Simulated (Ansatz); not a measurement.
# Pt: the cost of one run

Program: Ansatz 0.2.0. Level of theory: DFT r2SCAN, scalar-relativistic, plane waves, PAW. These are calculated values, not measurements.

### 1 The system as given

It takes space group Cmce (No. 64, orthorhombic). The conventional cell has a = 4.283 Å, b = 7.258 Å, c = 4.288 Å, α = 90.00°, β = 90.00°, γ = 90.00°. Pt (site symmetry m) has 7 Pt at 2.31 to 2.65 Å as nearest neighbours.

Coordinates:

```cif
data_structure
_symmetry_space_group_name_H-M 'Cmce'
_symmetry_Int_Tables_number 64
_cell_length_a 4.2826
_cell_length_b 7.2582
_cell_length_c 4.2883
_cell_angle_alpha 90.000
_cell_angle_beta 90.000
_cell_angle_gamma 90.000
_cell_volume 133.29
loop_
_atom_site_label
_atom_site_type_symbol
_atom_site_symmetry_multiplicity
_atom_site_Wyckoff_symbol
_atom_site_fract_x
_atom_site_fract_y
_atom_site_fract_z
_atom_site_occupancy
Pt1 Pt 8 f 0.50000 0.34750 0.07850 1
```

(A quick probe on a coarse mesh, which set the mesh and smearing, is not shown.)

### 3 A loose first relaxation

The input, input.yaml:

```yaml
crystal:
  lattice:
    - [2.1412864732, -3.629083475, 0.0]
    - [2.1412864732, 3.629083475, 0.0]
    - [0.0, 0.0, 4.2882694986]
  atoms:
    - { symbol: Pt, position: [0.1525, 0.8475, 0.0785] }
    - { symbol: Pt, position: [0.6525, 0.3475, 0.4215] }
    - { symbol: Pt, position: [0.8475, 0.1525, 0.9215] }
    - { symbol: Pt, position: [0.3475, 0.6525, 0.5785] }
basis:
  ecutwfc: 500
kpoints:
  mp_grid: { grid: [6, 6, 4] }
hamiltonian:
  xc: r2scan
scf:
  occupations: { method: gaussian, width: 0.1 }
  lower_state_search: "off"
output:
  forces: true
  stress: true
  eigenvalues: true
relax:
  adjacent_minimum: "off"
  f_tol: 0.04
  max_steps: 70
  cell: { stress_tol: 0.4 }
```

**Question.** How long does this run take on 4 threads of an x86-64 CPU, shared host, and how much memory does it need?

About 28 s, with a peak of 0.66 GiB.
